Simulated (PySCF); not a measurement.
# AlI₃: fields and orbitals

Aim: take AlI₃ and analyse its density (charges, bond critical points, surface potential), see where an electron leaves and enters and measure its response to a uniform field.

The runs use PySCF 2.14.0; levels as typed in each script, gas phase, geometry from GFN2-xTB.

### 1 Starting geometry

4 atoms, charge 0, spin multiplicity 1.

Bond lengths: I1–Al2 2.512 Å, Al2–I3 2.512 Å, Al2–I4 2.513 Å. Angles: I1–Al2–I3 120.0°, I1–Al2–I4 120.0°, I3–Al2–I4 120.0°.

Geometry (Å):

```xyz
4
AlI3
I    -1.8281   -1.7232    0.0000
Al   -0.0007    0.0000    0.0000
I    -0.5781    2.4449    0.0000
I     2.4065   -0.7217    0.0000
```

### 2 Density, bond paths and surface potential (wB97X/def2-tzvp)

input.py reads:

```python
import numpy as np
from pyscf import gto, scf, dft
from pyscf.scf import atom_ks, atom_hf
from scipy.linalg import block_diag

def solve(mol, dm0=None, hcore=None):
    mf = (dft.UKS if mol.spin else dft.RKS)(mol, xc='wb97x')
    mf.grids.level = 3
    mf = mf.density_fit(auxbasis='def2-universal-jkfit')
    mf.conv_tol, mf.max_cycle = 1e-8, 80
    if hcore is not None:
        mf.get_hcore = lambda *args: hcore
    mf.kernel(dm0)
    if not mf.converged:
        mf = mf.newton().run(mf.mo_coeff, mf.mo_occ, max_cycle=30)
    assert mf.converged, 'SCF not converged'
    return mf

mol = gto.M(atom='''
I     -1.82815    -1.72316     0.00000
Al    -0.00074     0.00000     0.00000
I     -0.57813     2.44485     0.00000
I      2.40646    -0.72170     0.00000
''', basis='def2-tzvp', ecp={'I': 'def2-tzvp'}, charge=0, spin=0, verbose=4)
mf = solve(mol)
mf.analyze()
# spherically averaged free atoms, for the promolecule
atom_ks.AtomSphAverageRKS.init_guess_by_vsap = lambda self, mol=None: self.init_guess_by_minao(mol)  # core potentials
atm = atom_ks.get_atm_nrks(mol, xc='wb97x')
pro = block_diag(*[(atm[a[0]][2] * atm[a[0]][3]) @ atm[a[0]][2].T for a in mol._atom])
np.savez('result.npz', e=mf.e_tot, c=mf.mo_coeff, occ=mf.mo_occ, eps=mf.mo_energy, pro=pro, dip=mf.dip_moment(verbose=0), s2=mf.spin_square()[0])
```

Launch:

```console
OMP_NUM_THREADS=1 python input.py
```

### 4 Removing and adding an electron (wB97X/def2-tzvp)

input.py, as its differences from that of step 2:

```diff
@@ -25,3 +25,12 @@
 mf = solve(mol)
-mf.analyze()
+out = dict(e0=mf.e_tot, dm0=mf.make_rdm1(), c=mf.mo_coeff, occ=mf.mo_occ, eps=mf.mo_energy)
+for name, dq, spin in [('cation', 1, 1)]:
+    ion = mol.copy().set(charge=mol.charge + dq, spin=spin).build()
+    mi = solve(ion)
+    if spin and dq > 0 and mol.nao < 130:
+        c, _, stable, _ = mi.stability(return_status=True)
+        if not stable:
+            mi = solve(ion, mi.make_rdm1(c, mi.mo_occ))
+    print(name, 'vertical energy change / eV', (mi.e_tot - mf.e_tot) * 27.211386)
+    out.update({'e_' + name: mi.e_tot, 'dm_' + name: mi.make_rdm1(), 's2_' + name: mi.spin_square()[0], 'eps_' + name: mi.mo_energy, 'occ_' + name: mi.mo_occ})
 # spherically averaged free atoms, for the promolecule
@@ -30,2 +39,2 @@
 pro = block_diag(*[(atm[a[0]][2] * atm[a[0]][3]) @ atm[a[0]][2].T for a in mol._atom])
-np.savez('result.npz', e=mf.e_tot, c=mf.mo_coeff, occ=mf.mo_occ, eps=mf.mo_energy, pro=pro, dip=mf.dip_moment(verbose=0), s2=mf.spin_square()[0])
+np.savez('result.npz', pro=pro, **out)
```

### 6 Response to an electric field (wB97X/def2-tzvp)

input.py, as its differences from that of step 4:

```diff
@@ -24,13 +24,10 @@
 ''', basis='def2-tzvp', ecp={'I': 'def2-tzvp'}, charge=0, spin=0, verbose=4)
+field = np.array([0.004, 0.0, 0.0])  # atomic units
+mol.set_common_orig(mol.atom_charges() @ mol.atom_coords() / mol.atom_charges().sum())
 mf = solve(mol)
-out = dict(e0=mf.e_tot, dm0=mf.make_rdm1(), c=mf.mo_coeff, occ=mf.mo_occ, eps=mf.mo_energy)
-for name, dq, spin in [('cation', 1, 1)]:
-    ion = mol.copy().set(charge=mol.charge + dq, spin=spin).build()
-    mi = solve(ion)
-    if spin and dq > 0 and mol.nao < 130:
-        c, _, stable, _ = mi.stability(return_status=True)
-        if not stable:
-            mi = solve(ion, mi.make_rdm1(c, mi.mo_occ))
-    print(name, 'vertical energy change / eV', (mi.e_tot - mf.e_tot) * 27.211386)
-    out.update({'e_' + name: mi.e_tot, 'dm_' + name: mi.make_rdm1(), 's2_' + name: mi.spin_square()[0], 'eps_' + name: mi.mo_energy, 'occ_' + name: mi.mo_occ})
+out = dict(dm0=mf.make_rdm1(), d0=mf.dip_moment(unit='AU'), e0=mf.e_tot)
+for name, sign in (('p', 1), ('m', -1)):
+    h = mf.get_hcore() + sign * np.einsum('x,xij->ij', field, mol.intor('int1e_r'))
+    mi = solve(mol, mf.make_rdm1(), h)
+    out.update({'dm' + name: mi.make_rdm1(), 'd' + name: mi.dip_moment(unit='AU'), 'e' + name: mi.e_tot})
 # spherically averaged free atoms, for the promolecule
```

(Steps that only read results are left out.)

What does the calculation give? Wanted: dipole moment; HOMO, LUMO; vertical ionisation energy; polarisability along the field.

**Answer**, as computed:

| quantity | value |
| --- | --- |
| dipole moment (wB97X/def2-tzvp) | 0.01 D |
| HOMO, LUMO (wB97X/def2-tzvp) | -9.90, -0.38 eV |
| vertical ionisation energy (wB97X/def2-tzvp) | 9.90 eV |
| polarisability along the field (wB97X/def2-tzvp) | 145.4 bohr³ |

At wB97X/def2-tzvp: The highest Hirshfeld charge is on Al2 (+0.34 e), the lowest on I1, I3 and I4 (−0.12 e). The ionisation energy from two SCF runs, 9.90 eV, lies 0.0 eV below −ε(HOMO) = 9.90 eV of the same level, wB97X/def2-tzvp. The geometry was not optimised at these levels.
